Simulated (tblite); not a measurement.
# C6H10O2SSi: the cost of one run

Programs: tblite 0.8.0 and PySCF 2.14.0, with density-fitted response routines of our own. Each step states its level of theory. These are calculated values for one molecule in the gas phase, unless marked as measured. Atoms are numbered from 0 throughout.

## (1) The molecule as given

20 atoms, charge 0, multiplicity 1; geometry from: force field or distance geometry start.

Bonds of the start (Å): C0–S1 1.81, S1–C2 1.73, C2–C3 1.37, C3–C4 1.47, C4–O5 1.22, C4–C6 1.55, C6–C7 1.53, C6–O8 1.45, O8–Si9 1.67, C6–C2 1.55, C0–H10 1.08, C0–H11 1.10, C0–H12 1.10, C3–H13 1.09, C7–H14 1.10, C7–H15 1.10, C7–H16 1.10, Si9–H17 1.48, Si9–H18 1.48, Si9–H19 1.48.

## (2) Geometry optimisation with GFN2-xTB

Job settings and geometry (Å):

```
{"job": {"kind": "relax", "xc": "GFN2-xTB", "basis": "xTB"}, "charge": 0, "multiplicity": 1}
C      2.667500     0.161500     0.953900
S      2.586100    -0.999100    -0.432100
C      0.943300    -0.765500    -0.906200
C      0.352700    -0.930900    -2.130800
C     -0.975500    -0.545800    -1.623800
O     -2.064700    -0.460400    -2.170700
C     -0.375900    -0.324400    -0.213500
C     -0.866800    -1.301600     0.858300
O     -0.296000     1.026300     0.306800
Si    -1.655000     2.000600     0.315900
H      3.663500     0.152200     1.377900
H      1.951200    -0.119100     1.744000
H      2.438900     1.181400     0.621900
H      0.747500    -1.256800    -3.087800
H     -1.920400    -1.102100     1.120500
H     -0.277700    -1.228700     1.780600
H     -0.816500    -2.340800     0.508800
H     -1.410300     3.144000     1.216900
H     -2.807800     1.222800     0.812300
H     -1.889300     2.497000    -1.055800
```

The run is started by

```
> OMP_NUM_THREADS=1 python probes_run.py task.json out
```

The driver reads the jobs from task.json and runs them one after another.

Q: Estimate the wall time and peak memory of this first job on 1 thread of Arm Neoverse V1, shared host.

About 1.2 s, with a peak of 0.18 GiB.
